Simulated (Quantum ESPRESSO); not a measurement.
TiSn in Quantum ESPRESSO: the effect of dispersion

The system is TiSn.

```
Ti Sn
1.0
     0.00000    2.80055    2.80055
     2.80055    0.00000    2.80055
     2.80055    2.80055    0.00000
Ti Sn
1 1
Direct
  0.00000 0.00000 0.00000
  0.50000 0.50000 0.50000
```

The cell was built by a generator and needn't be a form met in nature.

Alike in all runs:

| Item | Value |
| --- | --- |
| Program | Quantum ESPRESSO 7.5 |
| Task | phonons |
| Potentials or basis | GBRV 1.5 PBE |
| Cutoff | 925 eV |
| Density cutoff | 7401 eV |
| k mesh | 7 × 7 × 7 |
| Occupations | cold, width 0.2 eV |
| Spin | no spin polarisation |

Each run relaxes the cell or the atoms first.

Q: One run gave: relaxed volume 22.24 Å³/atom; highest phonon frequency 235 cm⁻¹. Which dispersion did it use?
A. D3(BJ) two-body
B. D2
C. none
D. rVV10

A: D.

| dispersion | functional | relaxed volume (Å³/atom) | highest phonon frequency (cm⁻¹) |
| --- | --- | --- | --- |
| none | PBE | 21.90 | 240 |
| D2 | PBE | 20.88 | 254 |
| D3(BJ) two-body | PBE | 20.99 | 258 |
| rVV10 | rPW86PBE | 22.24 | 235 |

Caveats: the mesh is thin for the phonons of a metal; pairwise dispersion overbinds metals, which lowers pressure and volume (some runs); the potentials were made for another functional, which shifts forces and pressure (some runs).
